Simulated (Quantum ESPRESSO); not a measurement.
Runs of Quantum ESPRESSO 7.5 on BSH3. The cell holds a molecule in a box, 5 atoms: a = 13.000 Å, b = 12.000 Å, c = 10.000 Å, α = 90.00°, β = 90.00°, γ = 90.00°. 

| task | level | potentials or basis | cell | cutoff (eV) | smearing | boundary across the vacuum | form of the LDA correlation | SCF threshold | assume isolated | q mesh for exact exchange | other keys | gap on the mesh (eV) | largest force (eV/Å) |
| --- | --- | --- | --- | --- | --- | --- | --- | --- | --- | --- | --- | --- | --- |
| single point | LDA | PseudoDojo 0.4.1 SR LDA standard | atoms moved at random, drawn with an rms of 0.02 Å | 1034 | fixed | none | PW92 | 1e-09 Ry | - | - | - | 4.96 | 0.57 |
| real-space fields | BLYP+D3 | SG15 PBE 1.2 | atoms moved at random, drawn with an rms of 0.15 Å | 952 | fixed | mt | - | 1e-09 Ry | mt | - | - | 5.58 | 5.21 |
| single point | HF+D3 | SPMS 1.0 PBE | as given | 925 | cold 0.1 eV | none | - | 1e-07 Ry | - | 1 × 1 × 1 | smearing = cold; width = 0.1; mixing_ndim = 12 | 11.10 | - |
| single point | revPBE+D3(BJ) | PseudoDojo 0.4.1 SR PBE standard | as given | 1034 | fixed | mt | - | 1e-09 Ry | - | - | - | (a) | 0.25 |

Alike in all rows: no spin polarisation; k mesh 1 × 1 × 1.

Question: Estimate the missing entries.

Answer: (a) 5.07.

Caveats: this is a molecule in a periodic box, so the gap is that between its Kohn-Sham HOMO and LUMO and the box isn't a crystal; the potentials were made for another functional, which shifts forces and pressure (some runs); this program's forces and stress for hybrids aren't reliable and aren't listed (some runs); this smearing can shift energies of a crystal with a gap (some runs).

A gap of «none» marks a metal or a gap under the smearing width.

Runs at the PBE level aren't shown here.
